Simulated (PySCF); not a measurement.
# C7H5Cl: the cost of one run

Programs: PySCF 2.14.0, with routines of our own; each step states its level. All values are computed. Atoms count from 0.

### Step 1. The system as given

13 atoms, charge 0, multiplicity 1; geometry from: GFN2-xTB.

### Step 2. Geometry optimisation at PBE0/def2-SVP

What the job is given:

```
{"job": {"xc": "PBE0", "basis": "def2-SVP", "grid": 1, "kind": "geom"}, "charge": 0, "multiplicity": 1}
C      3.583950    -2.031928     0.614171
C      2.570670    -1.400361     0.447660
C      1.429946    -0.693494     0.260147
C      0.419635    -0.043628     0.097846
C     -0.788072     0.650320    -0.109388
C     -1.969147    -0.178783    -0.512052
C     -0.805326     1.976269     0.063300
Cl    -2.205002     2.951262    -0.153785
H      4.464882    -2.581361     0.758581
H     -2.845830     0.448022    -0.645659
H     -2.175866    -0.928380     0.251045
H     -1.755552    -0.701073    -1.443855
H      0.071324     2.533621     0.354260
```

On the command line:

```
$ OMP_NUM_THREADS=1 python excited_run.py task.json out
```

This one command runs all jobs of the session in turn.

Q: Estimate the wall time and peak memory of this first job on 1 thread of Arm Neoverse N1, shared host.

About 46 s, with a peak of 0.54 GiB.
